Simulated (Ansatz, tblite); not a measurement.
**(HZn-mu-OH)2 (Zn₂H₄O₂): a ladder of methods and basis sets**

How do method and basis change the picture of (HZn-mu-OH)2 (Zn₂H₄O₂) (singlet)?

Method: as each input shows; program: Ansatz 0.2.0, Gaussian basis.

The runs, in order: GFN1-xTB, GFN2-xTB, PBE-D4/def2-TZVP, r2SCAN-D4/def2-TZVP, ωB97M-V/def2-TZVP, B2PLYP/def2-TZVP, HF/def2-TZVP, PBE-QIDH/def2-TZVP, r2SCAN0-D4/def2-TZVP, LDA/def2-TZVP, BHLYP-D4/def2-TZVP, PBE-D4/def2-SVP, PBE0-D4/def2-SVP, HF/STO-3G, CCSD(T)/def2-TZVP, RPA/def2-TZVP.

## Step 1: The geometry

The geometry is that of the singlet, from an earlier relaxation (r2SCAN-D4/def2-SVP).

8 atoms, charge 0, spin multiplicity 1.

Bond lengths: Zn1–H2 1.528 Å, Zn1–O3 1.929 Å, Zn1–O6 1.929 Å, O3–Zn4 1.929 Å, O3–H7 0.961 Å, Zn4–H5 1.528 Å, Zn4–O6 1.929 Å, O6–H8 0.961 Å. Angles: H2–Zn1–O3 140.2°, H2–Zn1–O6 140.1°, O3–Zn1–O6 79.7°, Zn1–O3–Zn4 100.3°, Zn1–O3–H7 129.9°, Zn4–O3–H7 129.9°, O3–Zn4–H5 140.1°, O3–Zn4–O6 79.7°, H5–Zn4–O6 140.1°, Zn1–O6–Zn4 100.3°, Zn1–O6–H8 129.9°, Zn4–O6–H8 129.9°.

As a file:

```
Zn   -0.6257    1.2661    0.4464
H    -1.2705    2.5725    0.9080
O     0.6332    0.6176   -0.8640
Zn    0.6257   -1.2661   -0.4465
H     1.2721   -2.5723   -0.9065
O    -0.6343   -0.6178    0.8629
H     1.1263    1.0979   -1.5349
H    -1.1266   -1.0979    1.5345
```

PBE0-D4/def2-TZVP was run before; its log isn't repeated, and its numbers join the tables.

## Step 2: GFN1-xTB

Tight binding, by tblite at 300 K electronic temperature and without a spin-polarisation term:

```python
tblite.interface.Calculator('GFN1-xTB', numbers, positions, charge=0, uhf=0).singlepoint()
```

Energy -358.0491 eV, HOMO -11.15 eV, LUMO -4.67 eV; 0.007 s.

## Step 3: GFN2-xTB

Tight binding, by tblite at 300 K electronic temperature and without a spin-polarisation term:

```python
tblite.interface.Calculator('GFN2-xTB', numbers, positions, charge=0, uhf=0).singlepoint()
```

Energy -308.8356 eV, HOMO -11.56 eV, LUMO -5.15 eV; 0.005 s.

## Step 4: PBE-D4/def2-TZVP

start.molden holds the orbitals of an earlier run on this state, given as this run's starting guess.

Input file in.yaml:

```yaml
crystal:
  periodic: [false, false, false]
  atoms:
    - {symbol: Zn, position_ang: [-0.625706, 1.266098, 0.446439]}
    - {symbol: H, position_ang: [-1.270545, 2.572521, 0.907977]}
    - {symbol: O, position_ang: [0.633160, 0.617613, -0.863990]}
    - {symbol: Zn, position_ang: [0.625701, -1.266098, -0.446543]}
    - {symbol: H, position_ang: [1.272099, -2.572321, -0.906453]}
    - {symbol: O, position_ang: [-0.634348, -0.617804, 0.862911]}
    - {symbol: H, position_ang: [1.126259, 1.097894, -1.534874]}
    - {symbol: H, position_ang: [-1.126610, -1.097914, 1.534533]}
basis:
  gaussian: {orbitals: def2-TZVP, initial_orbitals: start.molden}
hamiltonian: {xc: pbe, dispersion: d4}
scf: {omitted_lower_state_checks: [starts]}
output: {forces: true, orbitals: {seedname: orbitals}}
```

The run is started by

```bash
> ansatz run in.yaml --threads 4 --pin off --events-out ev --progress --plain --max-ram 3916MiB
```

Output:

```text
Functional definition: PBE
  name "PBE"
  cite "Perdew, Burke & Ernzerhof, Phys. Rev. Lett. 77, 3865 (1996) doi:10.1103/PhysRevLett.77.3865"
  parent pbe
  parameter kappa = 0.804
  parameter beta = 0.06672455060314922
  exchange = pbe_x(kappa = kappa, mu = beta*pi^2/3)
  correlation = pbe_c(beta = beta)
these checks for a lower state are left out or cut short: starts
1398 factors; their error is unknown
mean field evaluation 1: about -100983.3433 eV, gradient 1.3e1 eV
mean field evaluation 2: about -100983.5641 eV, gradient 2.6e-1 eV
mean field evaluation 4: about -100983.5464 eV, gradient 5.1e-4 eV
mean field -100983.54642046 eV, -3711.0768818457 hartree, gradient 1.8e-5 eV, S^2 0.000000; 0 other end points of the search recorded, 0 dependent functions left out
the calculation of the forces begins
reference -100983.54647500 eV, -3711.0768838498 hartree; 40, 40 occupied and 142, 142 virtual orbitals, 1398 factors
Total energy: -100983.70820817 eV, -3711.0828274343 hartree
Atom 0 at    -0.625706     1.266098     0.446439 Å, force    -0.265726     0.538226     0.190261 eV/Å
Atom 1 at    -1.270545     2.572521     0.907977 Å, force    -0.034195     0.069075     0.024202 eV/Å
Atom 2 at     0.633160     0.617613    -0.863990 Å, force     0.136084     0.132539    -0.186203 eV/Å
Atom 3 at     0.625701    -1.266098    -0.446543 Å, force     0.266057    -0.537719    -0.189250 eV/Å
Atom 4 at     1.272099    -2.572321    -0.906453 Å, force     0.034062    -0.069062    -0.024493 eV/Å
Atom 5 at    -0.634348    -0.617804     0.862911 Å, force    -0.136603    -0.133120     0.185288 eV/Å
Atom 6 at     1.126259     1.097894    -1.534874 Å, force     0.098632     0.096027    -0.134070 eV/Å
Atom 7 at    -1.126610    -1.097914     1.534533 Å, force    -0.098312    -0.095966     0.134263 eV/Å
Dipole moment:     0.000104     0.000015    -0.000025 e Å
Checks for a lower state left out: starts
```

Run time: 2.9 s. Hardware: 4 threads of Intel Xeon Platinum 8259CL at 2.50GHz, shared host.

HOMO -6.59 eV, LUMO -1.09 eV.

## Step 5: r2SCAN-D4/def2-TZVP

Edit in.yaml of step 4 so:

```diff
@@ -13,4 +13,4 @@
   gaussian: {orbitals: def2-TZVP, initial_orbitals: start.molden}
-hamiltonian: {xc: pbe, dispersion: d4}
+hamiltonian: {xc: r2scan, dispersion: d4}
 scf: {omitted_lower_state_checks: [starts]}
-output: {forces: true, orbitals: {seedname: orbitals}}
+output: {orbitals: {seedname: orbitals}}
```

Same command.

Output:

```text
Functional definition: r2SCAN
  name "r2SCAN"
  cite "Furness, Kaplan, Ning, Perdew & Sun, J. Phys. Chem. Lett. 11, 8208 (2020) doi:10.1021/acs.jpclett.0c02405"
  cite "Furness, Kaplan, Ning, Perdew & Sun, J. Phys. Chem. Lett. 11, 9248 (2020) doi:10.1021/acs.jpclett.0c03077"
  parent r2scan
  parameter k0 = 0.174
  parameter k1 = 0.065
  parameter a1 = 4.9479
  exchange = r2scan_x(k0 = k0, k1 = k1, a1 = a1)
  correlation = r2scan_c
these checks for a lower state are left out or cut short: starts
1398 factors; their error is unknown
mean field evaluation 1: about -101000.0486 eV, gradient 7.5e0 eV
mean field evaluation 2: about -101000.1040 eV, gradient 1.1e-1 eV
mean field evaluation 4: about -101000.0838 eV, gradient 1.2e-4 eV
mean field -101000.08381062 eV, -3711.6846197247 hartree, gradient 6.0e-6 eV, S^2 0.000000; 0 other end points of the search recorded, 0 dependent functions left out
reference -101000.08382841 eV, -3711.6846203782 hartree; 40, 40 occupied and 142, 142 virtual orbitals, 1398 factors
Total energy: -101000.12206085 eV, -3711.6860253948 hartree
Checks for a lower state left out: starts
```

Run time: 4 s. Hardware: 4 threads of Intel Xeon Platinum 8259CL at 2.50GHz, shared host.

Report: HOMO -6.87 eV, LUMO -0.62 eV.

## Step 6: ωB97M-V/def2-TZVP

Edit in.yaml of step 5 so:

```diff
@@ -13,3 +13,3 @@
   gaussian: {orbitals: def2-TZVP, initial_orbitals: start.molden}
-hamiltonian: {xc: r2scan, dispersion: d4}
+hamiltonian: {xc: {name: wB97M-V}}
 scf: {omitted_lower_state_checks: [starts]}
```

Launched as before.

Output (excerpt; [...] marks lines left out):

```text
Functional definition: wB97M-V
  name "wB97M-V"
  cite "Mardirossian & Head-Gordon, J. Chem. Phys. 144, 214110 (2016) doi:10.1063/1.4952647"
  cite "Becke, J. Chem. Phys. 107, 8554 (1997) doi:10.1063/1.475007"
  cite "Vydrov & Van Voorhis, J. Chem. Phys. 133, 244103 (2010) doi:10.1063/1.3521275"
  # Of w^i u^j: cxij and so on, Table III.
[...]
  gx(w, u) = 1 - cx + cx01*u + cx10*w
  gss(w, u) = css00 + css04*u^4 + css10*w + css20*w^2 + css43*w^4*u^3
  gos(w, u) = cos00 + cos10*w + (cos20 + cos21*u)*w^2 + (cos60 + cos61*u)*w^6
[...]
      + integral(e_c_pw_mod_opposite_spin*gos(b97_w_opposite, b97_u_opposite)) + vv10(b, c)
[...]
1472 factors; their error is unknown
292 factors; integrals over basis functions are off by at most 1.7e-5 eV
[...]
mean field -100996.07455736 eV, -3711.5372823848 hartree, gradient 1.5e-5 eV, S^2 0.000000; 0 other end points of the search recorded, 0 dependent functions left out
reference -100996.07462117 eV, -3711.5372847299 hartree; 40, 40 occupied and 142, 142 virtual orbitals, 1472 factors
Total energy: -100996.07462117 eV, -3711.5372847299 hartree
Checks for a lower state left out: starts
```

Wall time 10 s (4 threads of Intel Xeon Platinum 8259CL at 2.50GHz, shared host); peak memory 0.74 GiB.

HOMO -10.08 eV, LUMO 1.33 eV.

## Step 7: B2PLYP/def2-TZVP

Edit in.yaml of step 6 so:

```diff
@@ -13,4 +13,4 @@
   gaussian: {orbitals: def2-TZVP, initial_orbitals: start.molden}
-hamiltonian: {xc: {name: wB97M-V}}
+hamiltonian: {xc: {name: B2PLYP}}
+correlation: {frozen_orbitals: {H: 0, O: 1, Zn: 9}}
 scf: {omitted_lower_state_checks: [starts]}
-output: {orbitals: {seedname: orbitals}}
```

Same command.

Output (excerpt; [...] marks lines left out):

```text
Functional definition: B2PLYP
  name "B2PLYP"
  cite "Grimme, J. Chem. Phys. 124, 034108 (2006) doi:10.1063/1.2148954"
  cite "Becke, Phys. Rev. A 38, 3098 (1988) doi:10.1103/PhysRevA.38.3098"
  cite "Lee, Yang & Parr, Phys. Rev. B 37, 785 (1988) doi:10.1103/PhysRevB.37.785"
[...]
1420 factors; integrals over basis functions are off by at most 1.1e-3 eV
[...]
mean field -100971.59935815 eV, -3710.6378354038 hartree, gradient 1.3e-6 eV, S^2 0.000000; 0 other end points of the search recorded, 0 dependent functions left out
20 core orbitals not correlated: weight in the atoms' cores, before any rotation towards them, 1.000 or more for the frozen orbitals, at most 0.000 for the correlated occupied ones
reference -100971.59953547 eV, -3710.6378419203 hartree; 20, 20 occupied and 142, 142 virtual orbitals, 1420 factors
second order -43.83616914 eV of doubles, -0.00000000 eV of singles
Total energy: -100983.43530114 eV, -3711.0727982860 hartree
Checks for a lower state left out: starts
```

Wall time 6.5 s (4 threads of Intel Xeon Platinum 8259CL at 2.50GHz, shared host).

## Step 8: HF/def2-TZVP

Edit in.yaml of step 7 so:

```diff
@@ -13,4 +13,4 @@
   gaussian: {orbitals: def2-TZVP, initial_orbitals: start.molden}
-hamiltonian: {xc: {name: B2PLYP}}
-correlation: {frozen_orbitals: {H: 0, O: 1, Zn: 9}}
+hamiltonian: {xc: hf}
 scf: {omitted_lower_state_checks: [starts]}
+output: {orbitals: {seedname: orbitals}}
```

Launched as before.

Output:

```text
Functional definition: HF
  name "HF"
  cite "Fock, Z. Phys. 61, 126 (1930) doi:10.1007/BF01340294"
  parent pbe
  exchange = exact_x
  correlation = 0
these checks for a lower state are left out or cut short: starts
1838 factors; their error is unknown
mean field evaluation 1: about -100892.0303 eV, gradient 3.7e1 eV
mean field evaluation 2: about -100893.4536 eV, gradient 1.8e0 eV
mean field evaluation 4: about -100894.2317 eV, gradient 5.4e-1 eV
mean field -100894.23193565 eV, -3707.7946350685 hartree, gradient 1.3e-5 eV, S^2 0.000000; 0 other end points of the search recorded, 0 dependent functions left out
reference -100894.23193565 eV, -3707.7946350685 hartree; 40, 40 occupied and 142, 142 virtual orbitals, 1838 factors
Total energy: -100894.23193565 eV, -3707.7946350685 hartree
Checks for a lower state left out: starts
```

Run time: 2.9 s. Hardware: 4 threads of Intel Xeon Platinum 8259CL at 2.50GHz, shared host; peak memory 0.63 GiB.

HOMO -10.82 eV, LUMO 2.26 eV.

## Step 9: PBE-QIDH/def2-TZVP

Edit in.yaml of step 8 so:

```diff
@@ -13,4 +13,4 @@
   gaussian: {orbitals: def2-TZVP, initial_orbitals: start.molden}
-hamiltonian: {xc: hf}
+hamiltonian: {xc: {name: PBE-QIDH}}
+correlation: {frozen_orbitals: {H: 0, O: 1, Zn: 9}}
 scf: {omitted_lower_state_checks: [starts]}
-output: {orbitals: {seedname: orbitals}}
```

The command is unchanged.

Output (excerpt; [...] marks lines left out):

```text
Functional definition: PBE-QIDH
  name "PBE-QIDH"
  cite "Brémond, Sancho-García, Pérez-Jiménez & Adamo, J. Chem. Phys. 141, 031101 (2014) doi:10.1063/1.4890314"
  cite "Perdew, Burke & Ernzerhof, Phys. Rev. Lett. 77, 3865 (1996) doi:10.1103/PhysRevLett.77.3865"
[...]
1420 factors; integrals over basis functions are off by at most 1.1e-3 eV
[...]
mean field -100955.59301975 eV, -3710.0496133172 hartree, gradient 2.6e-6 eV, S^2 0.000000; 0 other end points of the search recorded, 0 dependent functions left out
20 core orbitals not correlated: weight in the atoms' cores, before any rotation towards them, 1.000 or more for the frozen orbitals, at most 0.000 for the correlated occupied ones
reference -100955.59303613 eV, -3710.0496139191 hartree; 20, 20 occupied and 142, 142 virtual orbitals, 1420 factors
second order -40.81868178 eV of doubles, -0.00000000 eV of singles
Total energy: -100969.19926339 eV, -3710.5496335482 hartree
Checks for a lower state left out: starts
```

Run time: 7.5 s. Hardware: 4 threads of Intel Xeon Platinum 8259CL at 2.50GHz, shared host.

## Step 10: r2SCAN0-D4/def2-TZVP

Edit in.yaml of step 9 so:

```diff
@@ -13,4 +13,4 @@
   gaussian: {orbitals: def2-TZVP, initial_orbitals: start.molden}
-hamiltonian: {xc: {name: PBE-QIDH}}
-correlation: {frozen_orbitals: {H: 0, O: 1, Zn: 9}}
+hamiltonian: {xc: {name: r2SCAN0}, dispersion: d4}
 scf: {omitted_lower_state_checks: [starts]}
+output: {orbitals: {seedname: orbitals}}
```

The command is unchanged.

Output (excerpt; [...] marks lines left out):

```text
Functional definition: r2SCAN0
  name "r2SCAN0"
  cite "Bursch, Neugebauer, Ehlert & Grimme, J. Chem. Phys. 156, 134105 (2022) doi:10.1063/5.0086040"
  cite "Furness, Kaplan, Ning, Perdew & Sun, J. Phys. Chem. Lett. 11, 8208 (2020) doi:10.1021/acs.jpclett.0c02405"
  cite "Furness, Kaplan, Ning, Perdew & Sun, J. Phys. Chem. Lett. 11, 9248 (2020) doi:10.1021/acs.jpclett.0c03077"
  parent r2scan
[...]
1560 factors; their error is unknown
[...]
mean field -100997.34563285 eV, -3711.5839935477 hartree, gradient 1.7e-5 eV, S^2 0.000000; 0 other end points of the search recorded, 0 dependent functions left out
reference -100997.34564700 eV, -3711.5839940675 hartree; 40, 40 occupied and 142, 142 virtual orbitals, 1560 factors
Total energy: -100997.39112156 eV, -3711.5856652270 hartree
Checks for a lower state left out: starts
```

It took 6 s on 4 threads of Intel Xeon Platinum 8259CL at 2.50GHz, shared host; peak memory 0.64 GiB.

From the report: HOMO -8.03 eV, LUMO 0.10 eV.

(Part 1 of 2 ends here.)
